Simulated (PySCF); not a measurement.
# SiNH4ClO (SMILES N[SiH](O)Cl) at 5 levels

Aim: a comparison of 5 runs (HF/3-21G, B3LYP/6-31G*, wB97X/def2-SVP, MP2/def2-SVP, CCSD(T)/6-311+G**) of SiNH4ClO. 

The calculation is run with PySCF 2.14.0.

## 1. The structure to begin with

SiNH4ClO has 8 atoms, charge 0, and is taken as a singlet. As SMILES, `N[SiH](O)Cl`. The shape is that of a PBE0-D4/def2-TZVP optimisation. This is one conformer, not always the lowest.

Bond lengths: N1–Si2 1.700 Å, Si2–O3 1.631 Å, Si2–Cl4 2.058 Å, N1–H5 1.006 Å, N1–H6 1.007 Å, Si2–H7 1.474 Å, O3–H8 0.960 Å. Angles: N1–Si2–O3 111.2°, N1–Si2–Cl4 104.5°, O3–Si2–Cl4 112.6°, N1–Si2–H7 117.4°, O3–Si2–H7 103.8°, Cl4–Si2–H7 107.5°, Si2–N1–H5 120.7°, Si2–N1–H6 121.4°, Si2–O3–H8 116.7°, H5–N1–H6 112.4°.

## 2. Energy and gradient at HF/3-21G (run 1)

Contents of job.py:

```python
import pyscf.grad
from pyscf import gto, scf

mol = gto.M(
    atom='''
N       -0.749800       0.885600      -0.289000
Si       0.524400      -0.226200      -0.115300
O        0.551300      -0.861300       1.386900
Cl       0.173100      -1.641600      -1.566900
H       -1.217200       0.998000      -1.172700
H       -0.806900       1.712400       0.283000
H        1.896700       0.277200      -0.308600
H       -0.279500      -1.201200       1.726700
''',
    charge=0,
    basis='3-21g',
    verbose=3,
    max_memory=1860,
)

mf = scf.RHF(mol)
mf.conv_tol = 1e-10
mf.kernel()
if not mf.converged:
    mf = mf.newton().run(mf.mo_coeff, mf.mo_occ)

e_final = mf.e_tot
print('E = %.10f Eh' % e_final)
grad = mf.Gradients().kernel()
dip = mf.dip_moment()
pop, q = mf.mulliken_pop()
```

Launch:

```sh
$ OMP_NUM_THREADS=1 python job.py
```

Output:

```text
converged SCF energy = -875.73350140935
E = -875.7335014094 Eh
--------------- RHF gradients ---------------
         x                y                z
0 N     0.0073672540    -0.0205719706     0.0103281264
1 Si    -0.0324247831    -0.0330938996    -0.0111711168
2 O     0.0075162386     0.0097442735    -0.0137535747
3 Cl     0.0066824881     0.0290249009     0.0299579742
4 H     0.0033185221     0.0022342528    -0.0051139505
5 H     0.0028262009     0.0047405133     0.0000662588
6 H     0.0038231833     0.0022280130     0.0026534014
7 H     0.0008908961     0.0056939168    -0.0129671188
----------------------------------------------
Dipole moment(X, Y, Z, Debye): -1.77304,  3.05371,  1.06554
 ** Mulliken pop  **
pop of  0 N 1s            1.98666
pop of  0 N 2s            0.34924
pop of  0 N 3s            1.32876
pop of  0 N 2px           0.65300
pop of  0 N 2py           0.60906
pop of  0 N 2pz           0.58658
pop of  0 N 3px           0.95076
pop of  0 N 3py           0.85739
pop of  0 N 3pz           0.79496
pop of  1 Si 1s           1.99848
pop of  1 Si 2s           1.97027
pop of  1 Si 3s           0.69423
pop of  1 Si 4s           0.18525
pop of  1 Si 2px          1.95812
pop of  1 Si 2py          1.95500
pop of  1 Si 2pz          1.95383
pop of  1 Si 3px          0.53959
pop of  1 Si 3py          0.42290
pop of  1 Si 3pz          0.39663
pop of  1 Si 4px          0.16078
pop of  1 Si 4py          0.11330
pop of  1 Si 4pz          0.06010
pop of  2 O 1s            1.98532
pop of  2 O 2s            0.40718
pop of  2 O 3s            1.48244
pop of  2 O 2px           0.67043
pop of  2 O 2py           0.76119
pop of  2 O 2pz           0.68485
pop of  2 O 3px           0.89932
pop of  2 O 3py           1.02294
pop of  2 O 3pz           0.92974
pop of  3 Cl 1s           1.99859
pop of  3 Cl 2s           1.95876
pop of  3 Cl 3s           1.10144
pop of  3 Cl 4s           0.95330
pop of  3 Cl 2px          1.97055
pop of  3 Cl 2py          1.96796
pop of  3 Cl 2pz          1.96768
pop of  3 Cl 3px          1.06627
pop of  3 Cl 3py          0.99346
pop of  3 Cl 3pz          0.98682
pop of  3 Cl 4px          0.90340
pop of  3 Cl 4py          0.83027
pop of  3 Cl 4pz          0.82760
pop of  4 H 1s            0.43183
pop of  4 H 2s            0.21065
pop of  5 H 1s            0.43334
pop of  5 H 2s            0.21687
pop of  6 H 1s            0.43644
pop of  6 H 2s            0.79963
pop of  7 H 1s            0.41280
pop of  7 H 2s            0.16406
 ** Mulliken atomic charges  **
charge of    0N =     -1.11639
charge of    1Si =      1.59152
charge of    2O =     -0.84340
charge of    3Cl =     -0.52611
charge of    4H =      0.35752
charge of    5H =      0.34978
charge of    6H =     -0.23607
charge of    7H =      0.42314
```

Wall time 2.3 s (1 thread of Intel Xeon at 2.70GHz, shared host); peak memory 0.12 GiB.

## 3. Energy and gradient at B3LYP/6-31G(d) (Cartesian functions) (run 2)

Contents of input.py:

```python
import pyscf.grad
from pyscf import gto, dft

system = gto.Mole()
system.atom = [
    ('N', (-0.749800, 0.885600, -0.289000)),
    ('Si', (0.524400, -0.226200, -0.115300)),
    ('O', (0.551300, -0.861300, 1.386900)),
    ('Cl', (0.173100, -1.641600, -1.566900)),
    ('H', (-1.217200, 0.998000, -1.172700)),
    ('H', (-0.806900, 1.712400, 0.283000)),
    ('H', (1.896700, 0.277200, -0.308600)),
    ('H', (-0.279500, -1.201200, 1.726700)),
]
system.basis = '6-31g*'
system.verbose = 4
system.cart = True
system.max_memory = 1860
system.build()

mf = dft.RKS(system)
mf.xc = 'b3lyp'
mf.conv_tol = 1e-10
mf.grids.level = 5
mf.kernel()
if not mf.converged:
    mf = mf.newton().run(mf.mo_coeff, mf.mo_occ)

e_tot = mf.e_tot
print('E(%s) = %.9f' % ('B3LYP', e_tot))
grad = mf.Gradients().kernel()
mf.analyze()
```

Launch:

```sh
$ OMP_NUM_THREADS=1 python input.py
```

Output:

```text
PySCF version 2.14.0

[... 93 lines left out ...]
Nuclear Repulsion Energy =             228.759091881436291
[... 11 lines left out ...]
MO #6   energy= -7.20735102283542  occ= 2
[... 9 lines left out ...]
MO #16  energy= -0.573040888594009 occ= 2
[... 9 lines left out ...]
MO #26  energy= 0.0416763286372692 occ= 0
[... 9 lines left out ...]
MO #36  energy= 0.342069580452397  occ= 0
[... 9 lines left out ...]
MO #46  energy= 0.820428323354906  occ= 0
[... 9 lines left out ...]
MO #56  energy= 1.04882002675653   occ= 0
[... 9 lines left out ...]
MO #66  energy= 1.89498772022792   occ= 0
[... 9 lines left out ...]
MO #76  energy= 4.27716287538294   occ= 0
[... 87 lines left out ...]
Dipole moment(X, Y, Z, Debye): -1.78959,  2.18315,  0.80207
```

Run time: 29 s. Hardware: 1 thread of Intel Xeon at 2.70GHz, shared host; peak memory 0.75 GiB.

## 4. Energy and forces at wB97X/def2-SVP (run 3)

Contents of start.xyz:

```xyz
8
ClH4NOSi
N     -0.749800     0.885600    -0.289000
Si     0.524400    -0.226200    -0.115300
O      0.551300    -0.861300     1.386900
Cl     0.173100    -1.641600    -1.566900
H     -1.217200     0.998000    -1.172700
H     -0.806900     1.712400     0.283000
H      1.896700     0.277200    -0.308600
H     -0.279500    -1.201200     1.726700
```

Contents of run.py:

```python
import pyscf.grad
from pyscf import gto, dft

mol = gto.M(
    atom='start.xyz',
    spin=0,
    charge=0,
    verbose=4,
    basis='def2-svp',
    max_memory=1860,
)

mf = dft.RKS(mol, xc='wb97x')
mf.conv_tol = 1e-10
mf.grids.level = 5
mf.kernel()
if not mf.converged:
    mf = mf.newton().run(mf.mo_coeff, mf.mo_occ)

e_tot = mf.e_tot
print(f'total energy: {e_tot:.8f} hartree')
grad = mf.Gradients().kernel()
mf.analyze()
```

Launch:

```sh
$ OMP_NUM_THREADS=1 python run.py
```

Output:

```text
PySCF version 2.14.0

[... 93 lines left out ...]
Nuclear Repulsion Energy =             228.759091881436291
[... 12 lines left out ...]
MO #7   energy= -7.28646219962592  occ= 2
[... 10 lines left out ...]
MO #18  energy= -0.596456316719983 occ= 2
[... 10 lines left out ...]
MO #29  energy= 0.208074498672254  occ= 0
[... 10 lines left out ...]
MO #40  energy= 0.676242198456795  occ= 0
[... 10 lines left out ...]
MO #51  energy= 0.985650129478526  occ= 0
[... 10 lines left out ...]
MO #62  energy= 1.41494611096144   occ= 0
[... 10 lines left out ...]
MO #73  energy= 2.26243957613292   occ= 0
[... 10 lines left out ...]
MO #84  energy= 3.79003146435135   occ= 0
[... 95 lines left out ...]
Dipole moment(X, Y, Z, Debye): -1.79970,  1.95861,  0.65693
```

Wall time 40 s (1 thread of Intel Xeon at 2.70GHz, shared host); peak memory 0.82 GiB.

Run 4 isn't shown in full; the table further down has it.

## 5. The energy at CCSD(T)/6-311+G(d,p) (run 5)

Contents of calc.py:

```python
from pyscf import gto, scf, cc

molecule = gto.M(
    atom=[
    ('N', (-0.749800, 0.885600, -0.289000)),
    ('Si', (0.524400, -0.226200, -0.115300)),
    ('O', (0.551300, -0.861300, 1.386900)),
    ('Cl', (0.173100, -1.641600, -1.566900)),
    ('H', (-1.217200, 0.998000, -1.172700)),
    ('H', (-0.806900, 1.712400, 0.283000)),
    ('H', (1.896700, 0.277200, -0.308600)),
    ('H', (-0.279500, -1.201200, 1.726700)),
],
    max_memory=1860,
    basis='6-311+g**',
    spin=0,
    charge=0,
    verbose=3,
)

myscf = scf.RHF(molecule)
myscf.conv_tol = 1e-10
myscf.kernel()
if not myscf.converged:
    myscf = myscf.newton().run(myscf.mo_coeff, myscf.mo_occ)

mycc = cc.CCSD(myscf, frozen=12)
mycc.kernel()
e_t = mycc.ccsd_t()
etot = mycc.e_tot + e_t
print(f'total energy: {etot:.8f} hartree')
myscf.analyze()
```

Launch:

```sh
$ OMP_NUM_THREADS=1 python calc.py
```

Output:

```text
converged SCF energy = -880.269114528958
[... 11 lines left out ...]
MO #8   energy= -8.01703183111973  occ= 2
[... 14 lines left out ...]
MO #23  energy= -0.466316608012978 occ= 2
[... 14 lines left out ...]
MO #38  energy= 0.227229706630334  occ= 0
[... 14 lines left out ...]
MO #53  energy= 0.587985812545645  occ= 0
[... 14 lines left out ...]
MO #68  energy= 1.16385203221784   occ= 0
[... 14 lines left out ...]
MO #83  energy= 1.68309487612369   occ= 0
[... 14 lines left out ...]
MO #98  energy= 2.78289627263881   occ= 0
[... 14 lines left out ...]
MO #113 energy= 5.21472667496329   occ= 0
[... 14 lines left out ...]
MO #128 energy= 219.269529964124   occ= 0
[... 9 lines left out ...]
Dipole moment(X, Y, Z, Debye): -1.63643,  2.18173,  0.52821
```

Run time: 2.1 min. Hardware: 1 thread of Intel Xeon at 2.70GHz, shared host; peak memory 2.1 GiB.

## 6. All runs side by side

| run | level | Cartesian functions | integration grid | energy (Eh) | dipole moment (D) of the reference | HOMO energy (eV) | LUMO energy (eV) | wall time |
| --- | --- | --- | --- | --- | --- | --- | --- | --- |
| 1 | HF/3-21G | no | – | -875.733501 | 3.69 | -11.60 | 5.16 | 2.3 s |
| 2 | B3LYP/6-31G* (Cartesian functions) | yes | 5 | -882.189940 | 2.93 | -7.47 | 1.13 | 29 s |
| 3 | wB97X/def2-SVP | no | 5 | -881.825068 | 2.74 | -10.25 | 3.64 | 40 s |
| 4 | MP2/def2-SVP | no | – | -880.454171 | 2.79 | -11.53 | 4.51 | 17 s |
| 5 | CCSD(T)/6-311+G** | no | – | -880.941755 | 2.78 | -11.69 | 1.45 | 2.1 min |

## 7. Results

| quantity | value |
| --- | --- |
| run 5: total energy | -880.94176 Eh |
| run 5: dipole moment (Hartree–Fock density) | 2.78 D |
| run 5: HOMO energy (Hartree–Fock orbitals) | -11.69 eV |
| run 5: LUMO energy (Hartree–Fock orbitals) | 1.45 eV |
| run 5: HOMO–LUMO gap (Hartree–Fock orbitals) | 13.14 eV |
| run 5: correlation energy (12 core orbitals frozen) | -672.6 mEh |
| run 5: (T) correction | -18.67 mEh |
| run 5: T1 diagnostic | 0.011 |

**Reading.** Over runs 1, 2, 3 the dipole moment (its size) runs from 2.74 D (wB97X/def2-SVP) to 3.69 D (HF/3-21G). The two ends differ in method and basis. Over runs 1, 2, 3 the HOMO–LUMO gap runs from 8.60 eV (B3LYP/6-31G*) to 16.76 eV (HF/3-21G). Totals of different functionals can't be ranked against each other. All runs together took 3.6 min, the longest 2.1 min.
